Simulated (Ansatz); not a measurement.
# P3Pb: the cost of one run

Method: DFT PBE, scalar-relativistic, plane waves, PAW, in Ansatz 0.2.0.

## (1) The starting structure

It takes space group Pm-3m (No. 221, cubic). The conventional cell has a = 4.321 Å, b = 4.321 Å, c = 4.321 Å, α = 90.00°, β = 90.00°, γ = 90.00°. P (site symmetry 4/mmm) has 8 P at 3.06 Å and 4 Pb at 3.06 Å as nearest neighbours. Pb (site symmetry m-3m) is surrounded by 12 P at 3.06 Å.

Structure file:

```cif
data_structure
_symmetry_space_group_name_H-M 'Pm-3m'
_symmetry_Int_Tables_number 221
_cell_length_a 4.3209
_cell_length_b 4.3209
_cell_length_c 4.3209
_cell_angle_alpha 90.000
_cell_angle_beta 90.000
_cell_angle_gamma 90.000
_cell_volume 80.67
loop_
_atom_site_label
_atom_site_type_symbol
_atom_site_symmetry_multiplicity
_atom_site_Wyckoff_symbol
_atom_site_fract_x
_atom_site_fract_y
_atom_site_fract_z
_atom_site_occupancy
P1 P 3 c 0.00000 0.50000 0.50000 1
Pb1 Pb 1 a 0.00000 0.00000 0.00000 1
```

This is candidate A: Cu3Au (L1_2) type (Pm-3m, No. 221).

(A quick probe on a coarse mesh, which set the mesh and smearing, is not shown.)

## (3) The relaxation (candidate A)

Input file input.yaml:

```yaml
crystal:
  lattice:
    - [4.3209240793, 0.0, 0.0]
    - [0.0, 4.3209240793, 0.0]
    - [0.0, 0.0, 4.3209240793]
  atoms:
    - { symbol: P, position: [0.0, 0.5, 0.5] }
    - { symbol: P, position: [0.5, 0.0, 0.5] }
    - { symbol: P, position: [0.5, 0.5, 0.0] }
    - { symbol: Pb, position: [0.0, 0.0, 0.0] }
basis:
  ecutwfc: 420
kpoints:
  mp_grid: { grid: [12, 12, 12] }
hamiltonian:
  xc: pbe
scf:
  occupations: { method: gaussian, width: 0.1 }
output:
  forces: true
  stress: true
  eigenvalues: true
relax:
  adjacent_minimum: "off"
  f_tol: 0.01
  max_steps: 80
  cell: { stress_tol: 0.05 }
```

Command:

```console
ansatz run input.yaml --threads 1 --pin off --max-ram 2560MiB --backend cpu --events-out ev --progress --plain --runs-dir out
```

Q: Estimate wall time and peak memory on 1 thread of Intel Xeon Platinum 8488C (Sapphire Rapids), shared host.

About 27 s, with a peak of 0.45 GiB.
